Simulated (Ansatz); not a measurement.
**CH7Al2B: how energies converge with the basis set**

An exercise on one series of results from a longer session: the logs are not shown, and one member is left open.

The runs use Ansatz 0.2.0, Gaussian basis; one geometry, several basis sets.

Levels to be run: PBE0-D4/def2-SVP; ωB97M-V/def2-SVP; PBE0-D4/def2-QZVPP; ωB97M-V/def2-QZVPP; the functionals' def2-TZVPP values are taken from earlier runs.

## The geometry

The geometry comes from an earlier relaxation with PBE0-D4 in a triple-zeta def2 set; it is a stationary point, not always the lowest conformer.

SMILES `C[BH][AlH][AlH2]`, 11 atoms, charge 0, spin multiplicity 1.

Atoms are counted from 1 here; the program's logs count them from 0.

Bond lengths: C1–B2 1.560 Å, C1–H5 1.104 Å, C1–H6 1.091 Å, C1–H7 1.095 Å, B2–Al3 2.123 Å, B2–H8 1.208 Å, Al3–Al4 2.592 Å, Al3–H9 1.603 Å, Al4–H10 1.597 Å, Al4–H11 1.598 Å. Angles: B2–C1–H5 104.4°, B2–C1–H6 117.4°, B2–C1–H7 112.9°, H5–C1–H6 107.0°, H5–C1–H7 104.6°, H6–C1–H7 109.5°, C1–B2–Al3 127.3°, C1–B2–H8 115.3°, Al3–B2–H8 117.2°, B2–Al3–Al4 123.5°, B2–Al3–H9 118.8°, Al4–Al3–H9 117.7°, Al3–Al4–H10 122.5°, Al3–Al4–H11 122.0°, H10–Al4–H11 115.6°.

Geometry (Å):

```xyz
11
CH7Al2B
C    -2.17716    0.29736   -0.21420
B    -0.98040    0.31572    0.78605
Al    0.80107   -0.83375    0.68254
Al    2.88800   -0.12186   -0.68060
H    -2.03634    1.20480   -0.82646
H    -2.24126   -0.54524   -0.90409
H    -3.14471    0.44288    0.27679
H    -1.05560    1.14023    1.66523
H     0.88380   -2.20540    1.50849
H     4.04174    0.79562   -0.06529
H     3.08636   -0.54756   -2.20786
```

The first run:

Input file in.yaml:

```yaml
crystal:
  periodic: [false, false, false]
  atoms:
    - {symbol: C, position_ang: [-2.177163, 0.297361, -0.214198]}
    - {symbol: B, position_ang: [-0.980396, 0.315721, 0.786046]}
    - {symbol: Al, position_ang: [0.801068, -0.833749, 0.682544]}
    - {symbol: Al, position_ang: [2.888000, -0.121864, -0.680604]}
    - {symbol: H, position_ang: [-2.036341, 1.204802, -0.826459]}
    - {symbol: H, position_ang: [-2.241257, -0.545240, -0.904094]}
    - {symbol: H, position_ang: [-3.144710, 0.442882, 0.276788]}
    - {symbol: H, position_ang: [-1.055605, 1.140231, 1.665229]}
    - {symbol: H, position_ang: [0.883800, -2.205405, 1.508493]}
    - {symbol: H, position_ang: [4.041739, 0.795623, -0.065288]}
    - {symbol: H, position_ang: [3.086365, -0.547562, -2.207857]}
basis:
  gaussian: {orbitals: def2-SVP}
hamiltonian: {xc: pbe0, dispersion: d4}
output: {orbitals: {seedname: orbitals}}
```

Command:

```console
$ ansatz run in.yaml --threads 2 --pin off --events-out ev --progress --plain --max-ram 4352MiB
```

Steps of the session up to this table: PBE0-D4 in def2-SVP; ωB97M-V in def2-SVP; PBE0-D4 in def2-QZVPP; ωB97M-V in def2-QZVPP.

One table of the session follows, with a row left open; its other results are not shown here.

It belongs to the step «Density functionals: the series». 

| functional | basis | HOMO (eV) | LUMO (eV) |
| --- | --- | --- | --- |
| PBE0-D4 | def2-SVP | -6.42 | -2.13 |
| PBE0-D4 | def2-TZVPP | ? | ? |
| PBE0-D4 | def2-QZVPP | -6.40 | -2.15 |
| ωB97M-V | def2-SVP | -8.27 | -0.38 |
| ωB97M-V | def2-TZVPP | -8.29 | -0.46 |
| ωB97M-V | def2-QZVPP | -8.29 | -0.54 |

Q: Estimate the row for PBE0-D4, def2-TZVPP from the others.

As computed: HOMO (eV): -6.40; LUMO (eV): -2.14.
